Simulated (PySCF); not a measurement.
# The bond of RbCa−, level by level

An exercise on one series of results from a longer session: the logs are not shown, and one member is left open.

Method: Rb def2-SVPD with ECP28, Ca def2-SVPD, scalar-relativistic core potentials; program: PySCF 2.14.0.

4 further runs of the same task are left out: 4 set aside as unsound or not needed.

The first run:

The job is set up so:

| Property | Result |
| --- | --- |
| atoms | Rb, Ca |
| charge | -1 |
| basis | Rb def2-SVPD with ECP28, Ca def2-SVPD |
| Hamiltonian | scalar-relativistic core potentials |
| basis functions | 54 |
| electrons treated | 30 |
| masses in u | 84.9118, 39.9626 |
| levels | PBE0, PBE, r²SCAN, r²SCANh, M06, PBEsol, MP2, SCS-MP2, CCSD, CCSD(T) |
| grid | 80 radial by 434 angular points |
| occupations | held fixed by the projection of orbital angular momentum |
| dissociation limit | Rb− + Ca, each in its ground configuration |
| starting distance in angstrom | 3.750 |
| values of 2S to try | 0, 2 |

Command:

```console
> OMP_NUM_THREADS=1 python dia.py task.json out
```

Steps of the session up to this table: Input; First curve: PBE0; PBE (GGA); r²SCAN (meta-GGA); r²SCANh; M06; PBEsol (GGA); Adding correlation.

One table of the session follows, with a row left open; its other results are not shown here.

It belongs to the step «The curves together». Energy (eV) from each level's lowest point:

| R (Å) | RHF-MP2 | RHF-SCS-MP2 | RHF-CCSD | RHF-CCSD(T) | PBE |
| --- | --- | --- | --- | --- | --- |
| 4.085 | 0.088 | 0.105 | n/a | n/a | 0.071 |
| 4.275 | 0.041 | 0.053 | 0.047 | 0.038 | 0.028 |
| 4.465 | 0.014 | 0.022 | 0.018 | 0.012 | 0.007 |
| 4.607 | 0.004 | 0.009 | 0.006 | 0.003 | 0.000 |
| 4.750 | 0.000 | 0.002 | 0.001 | 0.000 | 0.000 |
| 4.893 | ? | ? | ? | ? | ? |
| 5.082 | 0.007 | 0.003 | 0.005 | 0.010 | 0.016 |
| 5.320 | 0.020 | 0.012 | 0.016 | 0.026 | 0.035 |
| 5.605 | 0.040 | 0.028 | 0.035 | 0.049 | 0.062 |
| 5.985 | 0.070 | 0.054 | n/a | n/a | 0.100 |

**Question.** Estimate the row for R (Å) = 4.893.

Worked estimate for «RHF-MP2». A straight line through the neighbours (4.750, 0.000) and (5.082, 0.007) gives 0.000 + (0.007 − 0.000) × (4.893 − 4.750) / (5.082 − 4.750) = 0.003; a parabola fitted to 4 rows on both sides gives 0.001.

As computed: RHF-MP2: 0.001; RHF-SCS-MP2: 0.000; RHF-CCSD: 0.000; RHF-CCSD(T): 0.002; PBE: 0.005. In «RHF-MP2» the line misses by +0.002 and the parabola by 0.000.
